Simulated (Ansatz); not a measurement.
# WC: the cost of one run

Computed with Ansatz 0.2.0 (DFT r2SCAN, scalar-relativistic, plane waves, PAW, unless a step's input says otherwise).

## 1. The starting structure

The structure is hexagonal, space group P-6m2 (No. 187). The conventional cell has a = 2.901 Å, b = 2.901 Å, c = 2.829 Å, α = 90.00°, β = 90.00°, γ = 120.00°. W (site symmetry -6m2) has 6 C at 2.19 Å as nearest neighbours. C (site symmetry -6m2) is surrounded by 6 W at 2.19 Å.

As a file:

```
W C
1.0
     2.90050    0.00000    0.00000
    -1.45025    2.51191    0.00000
     0.00000    0.00000    2.82900
W C
1 1
Cartesian
  0.0000 0.0000 0.0000
  1.4503 0.8373 1.4145
```

The cell is taken as given, not relaxed at this level.

## 2. The undisturbed cell

input.yaml reads:

```yaml
crystal:
  lattice:
    - [2.900501436, 0.0, 0.0]
    - [-1.450250718, 2.5119079273, 0.0]
    - [0.0, 0.0, 2.829]
  atoms:
    - { symbol: W, position: [0.0, 0.0, 0.0] }
    - { symbol: C, position: [0.6666666667, 0.3333333333, 0.5] }
basis:
  ecutwfc: 500
kpoints:
  mp_grid: { grid: [18, 18, 16] }
hamiltonian:
  xc: r2scan
scf:
  occupations: { method: gaussian, width: 0.15 }
output:
  forces: true
  stress: true
  eigenvalues: true
```

The run is started by

```
> ansatz run input.yaml --threads 1 --pin off --max-ram 2560MiB --backend cpu --events-out ev --progress --plain --runs-dir out
```

What time and memory should one allow on 1 thread of Intel Xeon Platinum 8259CL at 2.50GHz (Skylake/Cascade Lake), shared host?

About 22 s, with a peak of 0.53 GiB.
